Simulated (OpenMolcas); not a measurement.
# A workflow on F

Wanted: a series of 9 runs (ROHF/def2-TZVPP, CASSCF(7,4)/def2-TZVPP, CASPT2(7,4)/def2-TZVPP, CASPT2[IPEA 0](7,4)/def2-TZVPP, SC-NEVPT2(7,4)/def2-TZVPP, PC-NEVPT2(7,4)/def2-TZVPP, MC-PDFT[tPBE](7,4)/def2-TZVPP, MC-PDFT[ftPBE](7,4)/def2-TZVPP, and more) of F. 

The calculation is run with OpenMolcas 26.06.

## (1) A single-point energy at ROHF/def2-TZVPP (run 1)

Contents of step1.input:

```
&GATEWAY
  BASLIB
  $CurrDir
  COORD
  1
  angstrom
  F        0.000000       0.000000       0.000000
  BASIS
  def2-TZVPP
  GROUP
  NoSym

&SEWARD

&SCF
  UHF
  SPIN
  2
  PRORBITALS
  1 2

&RASSCF
  FILEORB
  $Project.UnaOrb
  SPIN
  2
  NACTEL
  1 0 0
  INACTIVE
  4
  RAS2
  1
  OUTORBITALS
  Canonical
  ORBLISTING
  Nothing
```

The basis set def2-TZVPP is read from a file made from the Basis Set Exchange's data (not shown).

Command:

```
$ export MOLCAS_MEM=1860
$ pymolcas step1.input > step1.log
```

What it wrote:

```text
--- Start Module: gateway ---
[...]
--- Stop Module: gateway /rc=_RC_ALL_IS_WELL_ ---
[...]
      Basis functions           31
[...]
--- Start Module: scf ---
[...]
       Convergence after   9 Iterations
[...]
::    Total SCF energy                                -99.4117985004
[...]
      Total spin, S                                     0.5018373829
[...]
--- Stop Module: scf /rc=_RC_ALL_IS_WELL_ ---
--- Start Module: rasscf ---
[...]
      Number of active orbitals                  1
[...]
      Spin quantum number                      0.5
[...]
      Active orbitals                            1
[...]
      Number of CSFs                             1
[...]
      Number of root(s) required                 1
[...]
      Convergence after  6 iterations
[...]
      printout of CI-coefficients larger than  0.05 for root  1
      energy=     -99.407167
      conf/sym  1     Coeff  Weight
             1  u   1.00000 1.00000
      Natural orbitals and occupation numbers for root  1
      sym 1:   1.000000
      ************************************************************************************************************************
      *                                                    Final results                                                     *
[...]
::    RASSCF root number  1 Total energy:    -99.40716747
[...]
      Total electronic charge=    9.000000
      Total            charge=   -0.000000
[...]
      Dipole Moment (debye):
      Origin of the operator (angstrom)=    0.0000    0.0000    0.0000
                   X=  3.3967E-16               Y= -3.2337E-16               Z=  4.7668E-16           Total=  6.6870E-16
      Quadrupole Moment (debye*angstrom):
[...]
--- Stop Module: rasscf /rc=_RC_ALL_IS_WELL_ ---
[...]
```

Run time: 3.3 s. Hardware: 1 thread of Intel Xeon Platinum 8259CL at 2.50GHz (Skylake/Cascade Lake), shared host; peak memory 0.37 GiB.

## (2) The F atom: a single-point energy at CASSCF(7,4)/def2-TZVPP (run 2)

Contents of step2.inp:

```
* F CASSCF

&GATEWAY
 BasLib
 $CurrDir
 Coord
 1
 angstrom
 F        0.000000       0.000000       0.000000
 Basis
 def2-TZVPP
 Group
 NoSym

&SEWARD

&RASSCF
 FileOrb
 $CurrDir/step1.RasOrb
 Spin
 2
 Nactel
 7 0 0
 Inactive
 1
 Ras2
 4
 OrbListing
 Nothing
```

The basis set def2-TZVPP is read from a file made from the Basis Set Exchange's data (not shown).

Run the same way, it converges to -99.40717 Eh (log not shown).

Runs 3 to 5 aren't shown in full; the table further down has their settings and results.

## (3) The F atom: a single-point energy at PC-NEVPT2(7,4)/def2-TZVPP (run 6)

Contents of step6.inp:

```
* F NEVPT2
>>> EXPORT MOLCAS_PRINT=2

&GATEWAY
 BasLib=$CurrDir
 Coord
 1
 angstrom
 F        0.000000       0.000000       0.000000
 Basis=def2-TZVPP
 Group=NoSym

&SEWARD

&RASSCF
 FileOrb=$CurrDir/step2.RasOrb
 Spin=2
 Nactel=7 0 0
 Inactive=1
 Ras2=4
 OrbListing=Nothing

&CASPT2
 PC-NEVPT2
 Frozen=1
```

The basis set def2-TZVPP is read from a file made from the Basis Set Exchange's data (not shown).

Command:

```
$ export MOLCAS_MEM=1860
$ pymolcas step6.inp > step6.log
```

What it wrote:

```text
--- Start Module: gateway ---
[...]
--- Stop Module: gateway /rc=_RC_ALL_IS_WELL_ ---
[...]
      Basis functions           31
[...]
--- Start Module: rasscf ---
[...]
      Number of active orbitals                  4
[...]
      Spin quantum number                      0.5
[...]
      Active orbitals                            4
[...]
      Number of CSFs                             4
[...]
      Number of root(s) required                 1
[...]
 ###    WARNING: Problems in orbital optimization.                           ###
 ###############################################################################
  Warning: In symmetry  1, orbital p=   2 has diagonal density matrix element D(p,p) close to two. (2 - D(p,p))=  4.440892E-16
[...]
 ###    WARNING: Problems in orbital optimization.                           ###
 ###############################################################################
  Warning: In symmetry  1, orbital p=   2 has diagonal density matrix element D(p,p) close to two. (2 - D(p,p))=  4.440892E-16
[...]
      Convergence after  4 iterations
[...]
      printout of CI-coefficients larger than  0.05 for root  1
      energy=     -99.407167
      conf/sym  1111     Coeff  Weight
             1  222u   1.00000 1.00000
      Natural orbitals and occupation numbers for root  1
      sym 1:   2.000000   2.000000   2.000000   1.000000
      ************************************************************************************************************************
      *                                                    Final results                                                     *
[...]
::    RASSCF root number  1 Total energy:    -99.40716747
[...]
      Total electronic charge=    9.000000
      Total            charge=   -0.000000
[...]
      Dipole Moment (debye):
      Origin of the operator (angstrom)=    0.0000    0.0000    0.0000
                   X=  3.3967E-16               Y= -3.2337E-16               Z=  4.7668E-16           Total=  6.6870E-16
      Quadrupole Moment (debye*angstrom):
[...]
--- Stop Module: rasscf /rc=_RC_ALL_IS_WELL_ ---
--- Start Module: caspt2 ---
[...]
 ###    WARNING: User changed nr of frozen orbitals.                         ###
 ###############################################################################
[...]
      E2 (Variational):          -0.1829186653
[...]
      E2 (Variational):          -0.1825489516
      Total energy:             -99.5897164179
[...]
      Reference weight:           0.97507
[...]
::    PC-NEVPT2 Root  1     Total energy:    -99.59008613
[...]
--- Stop Module: caspt2 /rc=_RC_ALL_IS_WELL_ ---
[...]
```

It took 2.5 s on 1 thread of Intel Xeon Platinum 8259CL at 2.50GHz (Skylake/Cascade Lake), shared host; peak memory 0.37 GiB.

Runs 7 to 8 aren't shown in full; the table further down has their settings and results.

## (4) The F atom: a single-point energy at MRCI(7,4)/def2-TZVPP (run 9)

Contents of step9.inp:

```
>>> EXPORT MOLCAS_PRINT=2

&GATEWAY
 BasLib
 $CurrDir
 Coord
 1
 angstrom
 F        0.000000       0.000000       0.000000
 Basis
 def2-TZVPP
 Group
 NoSym

&SEWARD

&RASSCF
 FileOrb
 $CurrDir/step2.RasOrb
 Spin
 2
 Nactel
 7 0 0
 Inactive
 1
 Ras2
 4
 OrbListing
 Nothing

&MOTRA
 LumOrb
 Frozen
 1

&GUGA
 Electrons
 7
 Spin
 2
 Inactive
 0
 Active
 4
 CIAll
 1

&MRCI
 SDCI
```

The basis set def2-TZVPP is read from a file made from the Basis Set Exchange's data (not shown).

Command:

```
$ export MOLCAS_MEM=1860
$ pymolcas step9.inp > step9.log
```

What it wrote:

```text
--- Start Module: gateway ---
[...]
--- Stop Module: gateway /rc=_RC_ALL_IS_WELL_ ---
[...]
      Basis functions           31
[...]
      Number of active orbitals                  4
[...]
      Spin quantum number                      0.5
[...]
      Active orbitals                            4
[...]
      Number of CSFs                             4
[...]
      Number of root(s) required                 1
[...]
 ###    WARNING: Problems in orbital optimization.                           ###
 ###############################################################################
  Warning: In symmetry  1, orbital p=   2 has diagonal density matrix element D(p,p) close to two. (2 - D(p,p))=  4.440892E-16
[...]
 ###    WARNING: Problems in orbital optimization.                           ###
 ###############################################################################
  Warning: In symmetry  1, orbital p=   2 has diagonal density matrix element D(p,p) close to two. (2 - D(p,p))=  4.440892E-16
[...]
      Convergence after  4 iterations
[...]
      printout of CI-coefficients larger than  0.05 for root  1
      energy=     -99.407167
      conf/sym  1111     Coeff  Weight
             1  222u   1.00000 1.00000
      Natural orbitals and occupation numbers for root  1
      sym 1:   2.000000   2.000000   2.000000   1.000000
      ************************************************************************************************************************
      *                                                    Final results                                                     *
[...]
::    RASSCF root number  1 Total energy:    -99.40716747
[...]
      Dipole Moment (debye):
      Origin of the operator (angstrom)=    0.0000    0.0000    0.0000
                   X=  3.3967E-16               Y= -3.2337E-16               Z=  4.7668E-16           Total=  6.6870E-16
      Quadrupole Moment (debye*angstrom):
[...]
      *** WARNING: Default frozen orbitals is overwritten by user input.
      *** Default values:   1
[...]
--- Start Module: guga ---
[...]
--- Stop Module: guga /rc=_RC_ALL_IS_WELL_ ---
--- Start Module: mrci ---
[...]
       (But an ACPF correction will be computed)
       USE THE DEFAULT ACPF G-VALUE GFAC=  0.28571428571428570
[...]
                      CI ENERGY:   -99.61720432
[...]
                ACPF CORRECTION:    -0.00534869
[...]
      Total electronic charge=    9.000000
      Total            charge=    0.000000
[...]
     ACPF CORRECTION:     -0.00534869
[...]
  CI State   1     Total energy:    -99.61720432     QDav:     -0.00756522     QACPF:     -0.00534869
[...]
--- Stop Module: mrci /rc=_RC_ALL_IS_WELL_ ---
[...]
```

Run time: 2.6 s. Hardware: 1 thread of Intel Xeon Platinum 8259CL at 2.50GHz (Skylake/Cascade Lake), shared host; peak memory 0.37 GiB.

## (5) All runs side by side

| run | level | active rule | inactive | energy (Eh) | dipole moment (D) of the reference | wall time |
| --- | --- | --- | --- | --- | --- | --- |
| 1 | ROHF/def2-TZVPP | – | – | -99.407167 | 0.00 | 3.3 s |
| 2 | CASSCF(7,4)/def2-TZVPP | full valence | 1 | -99.407167 | 0.00 | 2.3 s |
| 3 | CASPT2(7,4)/def2-TZVPP | full valence | 1 | -99.612812 | 0.00 | 2.4 s |
| 4 | CASPT2[IPEA 0](7,4)/def2-TZVPP | full valence | 1 | -99.615223 | 0.00 | 2.4 s |
| 5 | SC-NEVPT2(7,4)/def2-TZVPP | full valence | 1 | -99.589716 | 0.00 | 2.5 s |
| 6 | PC-NEVPT2(7,4)/def2-TZVPP | full valence | 1 | -99.590086 | 0.00 | 2.5 s |
| 7 | MC-PDFT[tPBE](7,4)/def2-TZVPP | full valence | 1 | -99.653978 | 0.00 | 2.6 s |
| 8 | MC-PDFT[ftPBE](7,4)/def2-TZVPP | full valence | 1 | -99.684855 | 0.00 | 2.6 s |
| 9 | MRCI(7,4)/def2-TZVPP | full valence | 1 | -99.617204 | 0.00 | 2.6 s |

## (6) What came out

```
                                     quantity         value
                  F atom, run 9: total energy  -99.61720 Eh
F atom, run 9: dipole moment (CASSCF density)        0.00 D
```

What this shows: Below the ROHF energy at the same shape and in the same basis (def2-TZVPP): CASSCF(7,4) +0.0 mEh; CASPT2(7,4) -205.6 mEh; CASPT2[IPEA 0](7,4) -208.1 mEh; SC-NEVPT2(7,4) -182.5 mEh; PC-NEVPT2(7,4) -182.9 mEh; MRCI(7,4) -210.0 mEh. Active-space methods hold only the correlation inside their space unless a perturbation or CI step follows. All runs together took 23 s, the longest 3.3 s.
